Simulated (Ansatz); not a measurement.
# Cl− with SiH₃Cl: superposition error and deformation, part 2 of 2

Ansatz 0.2.0, Gaussian basis.

**11. B3LYP-D4/def2-TZVPPD**

Input file free-b/in.yaml:

```yaml
crystal:
  periodic: [false, false, false]
  atoms:
    - {symbol: Si, position_ang: [0.070778, -0.010076, 0.329240]}
    - {symbol: Cl, position_ang: [0.502204, -0.071571, 2.335986]}
    - {symbol: H, position_ang: [0.889023, 1.054097, -0.295615]}
    - {symbol: H, position_ang: [-1.371048, 0.285148, 0.166715]}
    - {symbol: H, position_ang: [0.397766, -1.327195, -0.262967]}
basis:
  gaussian: {orbitals: "def2-TZVPPD.json"}
hamiltonian: {xc: {name: B3LYP}, dispersion: d4}
```

Run with:

```
ansatz run in.yaml --threads 2 --pin off --events-out ev --progress --plain --max-ram 5222MiB
```

The log of the run, shortened:

```text
Functional definition: B3LYP
  name "B3LYP"
  cite "Stephens, Devlin, Chabalowski & Frisch, J. Phys. Chem. 98, 11623 (1994) doi:10.1021/j100096a001"
  cite "Becke, Phys. Rev. A 38, 3098 (1988) doi:10.1103/PhysRevA.38.3098"
  cite "Lee, Yang & Parr, Phys. Rev. B 37, 785 (1988) doi:10.1103/PhysRevB.37.785"
  cite "Vosko, Wilk & Nusair, Can. J. Phys. 58, 1200 (1980) doi:10.1139/p80-159"
[...]
826 factors; their error is unknown
[...]
mean field -20452.05189175 eV, -751.5990441231 hartree, gradient 6.9e-5 eV, S^2 0.000000; 0 other end points of the search recorded, 0 dependent functions left out
reference -20452.05214241 eV, -751.5990533347 hartree; 17, 17 occupied and 133, 133 virtual orbitals, 826 factors
Total energy: -20452.17522936 eV, -751.6035766965 hartree
```

Wall time 1.1 s (2 threads of Intel Xeon 6975P-C, shared host).

**12. wB97X-V/def2-TZVPPD**

free-b/in.yaml: that of step 11 with these lines changed.

```diff
@@ -10,2 +10,2 @@
   gaussian: {orbitals: "def2-TZVPPD.json"}
-hamiltonian: {xc: {name: B3LYP}, dispersion: d4}
+hamiltonian: {xc: {name: wB97X-V}}
```

Run with:

```
ansatz run in.yaml --threads 2 --pin off --events-out ev --progress --plain --max-ram 5222MiB
```

The log of the run, shortened:

```text
[... 5 set-up lines as earlier in the session ...]
[...]
      + integral(e_c_pw_opposite_spin*poly(b97_u_opposite, cos0, cos1)) + vv10(b, c)
819 factors; their error is unknown
203 factors; integrals over basis functions are off by at most 3.8e-5 eV
[...]
mean field -20447.83034712 eV, -751.4439052194 hartree, gradient 3.1e-5 eV, S^2 0.000000; 0 other end points of the search recorded, 0 dependent functions left out
reference -20447.83034467 eV, -751.4439051295 hartree; 17, 17 occupied and 133, 133 virtual orbitals, 819 factors
Total energy: -20447.83034467 eV, -751.4439051295 hartree
```

It took 2.5 s on 2 threads of Intel Xeon 6975P-C, shared host.

**13. wB97M-V/def2-TZVPPD**

free-b/in.yaml: that of step 12 with these lines changed.

```diff
@@ -10,2 +10,2 @@
   gaussian: {orbitals: "def2-TZVPPD.json"}
-hamiltonian: {xc: {name: wB97X-V}}
+hamiltonian: {xc: {name: wB97M-V}}
```

Run with:

```
ansatz run in.yaml --threads 2 --pin off --events-out ev --progress --plain --max-ram 5222MiB
```

The log of the run, shortened:

```text
[... 5 set-up lines as earlier in the session ...]
  # Of w^i u^j: cxij and so on, Table III.
[...]
  gx(w, u) = 1 - cx + cx01*u + cx10*w
  gss(w, u) = css00 + css04*u^4 + css10*w + css20*w^2 + css43*w^4*u^3
  gos(w, u) = cos00 + cos10*w + (cos20 + cos21*u)*w^2 + (cos60 + cos61*u)*w^6
[...]
      + integral(e_c_pw_mod_opposite_spin*gos(b97_w_opposite, b97_u_opposite)) + vv10(b, c)
814 factors; their error is unknown
203 factors; integrals over basis functions are off by at most 3.8e-5 eV
[...]
mean field -20449.44902789 eV, -751.5033906406 hartree, gradient 7.0e-6 eV, S^2 0.000000; 0 other end points of the search recorded, 0 dependent functions left out
reference -20449.44909063 eV, -751.5033929461 hartree; 17, 17 occupied and 133, 133 virtual orbitals, 814 factors
Total energy: -20449.44909063 eV, -751.5033929461 hartree
```

Wall time 2.7 s (2 threads of Intel Xeon 6975P-C, shared host).

**14. B2PLYP/def2-TZVPPD**

free-b/in.yaml: that of step 13 with these lines changed.

```diff
@@ -10,2 +10,2 @@
   gaussian: {orbitals: "def2-TZVPPD.json"}
-hamiltonian: {xc: {name: wB97M-V}}
+hamiltonian: {xc: {name: B2PLYP}}
```

Run with:

```
ansatz run in.yaml --threads 2 --pin off --events-out ev --progress --plain --max-ram 5222MiB
```

The log of the run, shortened:

```text
[... 5 set-up lines as earlier in the session ...]
[...]
841 factors; integrals over basis functions are off by at most 9.8e-4 eV
[...]
mean field -20441.16024634 eV, -751.1987835369 hartree, gradient 2.2e-6 eV, S^2 0.000000; 0 other end points of the search recorded, 0 dependent functions left out
10 core orbitals not correlated: weight in the atoms' cores, before any rotation towards them, 1.000 or more for the frozen orbitals, at most 0.000 for the correlated occupied ones
reference -20441.16040573 eV, -751.1987893943 hartree; 7, 7 occupied and 133, 133 virtual orbitals, 841 factors
second order -10.69485040 eV of doubles, -0.00000000 eV of singles
Total energy: -20444.04801534 eV, -751.3049070901 hartree
```

Run time: 1.9 s. Hardware: 2 threads of Intel Xeon 6975P-C, shared host.

**15. BLYP-D4/def2-TZVPPD**

free-b/in.yaml: that of step 14 with these lines changed.

```diff
@@ -10,2 +10,2 @@
   gaussian: {orbitals: "def2-TZVPPD.json"}
-hamiltonian: {xc: {name: B2PLYP}}
+hamiltonian: {xc: {name: BLYP}, dispersion: d4}
```

Run with:

```
ansatz run in.yaml --threads 2 --pin off --events-out ev --progress --plain --max-ram 5222MiB
```

The log of the run, shortened:

```text
Functional definition: BLYP
  name "BLYP"
[... 2 set-up lines as earlier in the session ...]
  parameter beta = 0.0042
  parameter a = 0.04918
  parameter b = 0.132
  parameter c = 0.2533
  parameter d = 0.349
  exchange = b88_x(beta = beta)
  correlation = lyp_c(a = a, b = b, c = c, d = d)
806 factors; their error is unknown
mean field evaluation 1: about -20449.5482 eV, gradient 1.8e1 eV
mean field evaluation 2: about -20450.0112 eV, gradient 1.5e1 eV
mean field evaluation 4: about -20450.6016 eV, gradient 9.6e-1 eV
mean field evaluation 8: about -20450.5831 eV, gradient 2.2e-2 eV
mean field -20450.58312693 eV, -751.5450680114 hartree, gradient 6.1e-5 eV, S^2 0.000000; 0 other end points of the search recorded, 0 dependent functions left out
reference -20450.58345571 eV, -751.5450800941 hartree; 17, 17 occupied and 133, 133 virtual orbitals, 806 factors
Total energy: -20450.75138343 eV, -751.5512513238 hartree
```

It took 0.85 s on 2 threads of Intel Xeon 6975P-C, shared host.

**16. revPBE-D4/def2-TZVPPD**

free-b/in.yaml: that of step 15 with these lines changed.

```diff
@@ -10,2 +10,2 @@
   gaussian: {orbitals: "def2-TZVPPD.json"}
-hamiltonian: {xc: {name: BLYP}, dispersion: d4}
+hamiltonian: {xc: {name: revPBE}, dispersion: d4}
```

Run with:

```
ansatz run in.yaml --threads 2 --pin off --events-out ev --progress --plain --max-ram 5222MiB
```

The log of the run, shortened:

```text
Functional definition: revPBE
  name "revPBE"
  cite "Zhang & Yang, Phys. Rev. Lett. 80, 890 (1998) doi:10.1103/PhysRevLett.80.890"
[... 1 set-up line as earlier in the session ...]
  parameter kappa = 1.245
[... 3 set-up lines as earlier in the session ...]
806 factors; their error is unknown
mean field evaluation 1: about -20446.0901 eV, gradient 1.6e1 eV
mean field evaluation 2: about -20446.4760 eV, gradient 1.4e1 eV
mean field evaluation 4: about -20446.9545 eV, gradient 1.1e0 eV
mean field evaluation 8: about -20446.9370 eV, gradient 2.5e-2 eV
mean field -20446.93698818 eV, -751.4110748840 hartree, gradient 2.9e-5 eV, S^2 0.000000; 0 other end points of the search recorded, 0 dependent functions left out
reference -20446.93705061 eV, -751.4110771784 hartree; 17, 17 occupied and 133, 133 virtual orbitals, 806 factors
Total energy: -20447.16232392 eV, -751.4193558195 hartree
```

It took 0.75 s on 2 threads of Intel Xeon 6975P-C, shared host.

**17. B97M-V/def2-TZVPPD**

free-b/in.yaml: that of step 16 with these lines changed.

```diff
@@ -10,2 +10,2 @@
   gaussian: {orbitals: "def2-TZVPPD.json"}
-hamiltonian: {xc: {name: revPBE}, dispersion: d4}
+hamiltonian: {xc: {name: B97M-V}}
```

Run with:

```
ansatz run in.yaml --threads 2 --pin off --events-out ev --progress --plain --max-ram 5222MiB
```

The log of the run, shortened:

```text
[... 5 set-up lines as earlier in the session ...]
  # Of w^i u^j: cxij and so on, Table III.
[...]
  gx(w, u) = cx00 + cx01*u + cx02*u^2 + (cx10 + cx11*u)*w
  gss(w, u) = css00 + css02*u^2 + css10*w + (css32*w^3 + css42*w^4)*u^2
  gos(w, u) = cos00 + cos01*u + cos03*u^3 + cos10*w + cos32*w^3*u^2
[...]
      + integral(e_c_pw_mod_opposite_spin*gos(b97_w_opposite, b97_u_opposite)) + vv10(b, c)
806 factors; their error is unknown
[...]
mean field -20445.64628733 eV, -751.3636425025 hartree, gradient 2.2e-5 eV, S^2 0.000000; 0 other end points of the search recorded, 0 dependent functions left out
reference -20445.64636000 eV, -751.3636451733 hartree; 17, 17 occupied and 133, 133 virtual orbitals, 806 factors
Total energy: -20445.64636000 eV, -751.3636451733 hartree
```

Wall time 2.4 s (2 threads of Intel Xeon 6975P-C, shared host).

**18. HSE06-D4/def2-TZVPPD**

free-b/in.yaml: that of step 17 with these lines changed.

```diff
@@ -10,2 +10,2 @@
   gaussian: {orbitals: "def2-TZVPPD.json"}
-hamiltonian: {xc: {name: B97M-V}}
+hamiltonian: {xc: hse06, dispersion: d4}
```

Run with:

```
ansatz run in.yaml --threads 2 --pin off --events-out ev --progress --plain --max-ram 5222MiB
```

The log of the run, shortened:

```text
Functional definition: HSE06
  name "HSE06"
  cite "Heyd, Scuseria & Ernzerhof, J. Chem. Phys. 118, 8207 (2003) doi:10.1063/1.1564060"
  cite "Krukau, Vydrov, Izmaylov & Scuseria, J. Chem. Phys. 125, 224106 (2006) doi:10.1063/1.2404663"
  cite "Heyd & Scuseria, J. Chem. Phys. 120, 7274 (2004) doi:10.1063/1.1668634"
  cite "Ernzerhof & Perdew, J. Chem. Phys. 109, 3313 (1998) doi:10.1063/1.476928"
[... 2 set-up lines as earlier in the session ...]
[...]
  # The whole range is PBE's own exchange, as in plane waves. The composition of these papers is wPBEh.
[...]
833 factors; their error is unknown
77 factors; integrals over basis functions are off by at most 1.4e-5 eV
[...]
mean field -20442.96731978 eV, -751.2651922611 hartree, gradient 1.4e-5 eV, S^2 0.000000; 0 other end points of the search recorded, 0 dependent functions left out
reference -20442.96737016 eV, -751.2651941124 hartree; 17, 17 occupied and 133, 133 virtual orbitals, 833 factors
Total energy: -20443.02551389 eV, -751.2673308551 hartree
```

It took 1.2 s on 2 threads of Intel Xeon 6975P-C, shared host.

**19. CCSD(T)/def2-TZVPPD**

free-b/in.yaml: that of step 18 with these lines changed.

```diff
@@ -10,2 +10,2 @@
   gaussian: {orbitals: "def2-TZVPPD.json"}
-hamiltonian: {xc: hse06, dispersion: d4}
+correlation: {method: ccsd_t}
```

Run with:

```
ansatz run in.yaml --threads 2 --pin off --events-out ev --progress --plain --max-ram 5222MiB
```

The log of the run, shortened:

```text
[... 4 set-up lines as earlier in the session ...]
[...]
841 factors; integrals over basis functions are off by at most 9.8e-4 eV
[...]
mean field -20415.31173193 eV, -750.2488681533 hartree, gradient 1.3e-6 eV, S^2 0.000000; 0 other end points of the search recorded, 0 dependent functions left out
10 core orbitals not correlated: weight in the atoms' cores, before any rotation towards them, 1.000 or more for the frozen orbitals, at most 0.000 for the correlated occupied ones
reference -20415.31173193 eV, -750.2488681533 hartree; 7, 7 occupied and 133, 133 virtual orbitals, 841 factors
second order -8.77051584 eV of doubles, -0.00000000 eV of singles
cycle   1  -9.50811288 eV  change   -7.4e-1 eV  update   6.2e-2
[...]
cycle   8  -9.80147106 eV  change   -1.2e-5 eV  update   1.2e-5
perturbative correction -0.35614025 eV, -0.0130879129 hartree
Total energy: -20425.46934325 eV, -750.6221534841 hartree
```

Wall time 3.6 s (2 threads of Intel Xeon 6975P-C, shared host); peak memory 0.78 GiB.

**20. The split**

```
      method  interaction with counterpoise (kcal/mol)  without  superposition error  deformation  binding energy
      PBE-D4                                    -51.27   -51.54                 0.27        22.07          -29.19
   revPBE-D4                                    -51.00   -51.24                 0.24        21.89          -29.11
     BLYP-D4                                    -47.22   -47.54                 0.32        21.36          -25.86
   r2SCAN-D4                                    -52.38   -52.58                 0.20        24.38          -28.00
      B97M-V                                    -51.33   -51.62                 0.28        25.48          -25.85
     PBE0-D4                                    -53.29   -53.52                 0.23        24.49          -28.80
    B3LYP-D4                                    -49.51   -49.80                 0.29        23.54          -25.97
    HSE06-D4                                    -53.23   -53.47                 0.23        24.44          -28.80
     wB97X-V                                    -52.06   -52.34                 0.28        25.46          -26.59
     wB97M-V                                    -51.86   -52.06                 0.20        24.64          -27.21
      B2PLYP                                    -48.63   -49.42                 0.80        24.72          -23.91
Hartree-Fock                                    -45.40   -45.59                 0.19        27.79          -17.61
         MP2                                    -51.42   -53.41                 1.99        26.09          -25.33
        CCSD                                    -49.23   -51.07                 1.84        25.65          -23.58
     CCSD(T)                                    -49.72   -51.83                 2.11        25.12          -24.60
```

**21. Results**

The summary covers parts 1 to 2.

| quantity | value |
| --- | --- |
| interaction, CCSD(T) | -49.72 kcal/mol |
| superposition error | 2.11 kcal/mol |
| deformation | 25.12 kcal/mol |
| binding energy | -24.60 kcal/mol |

In words: In this basis the superposition error is 2.11 kcal/mol for CCSD(T) and 0.26 kcal/mol on average for the plain functionals: correlated methods borrow far more, since they need many more functions to converge. Deformation takes back 51 % of the interaction.
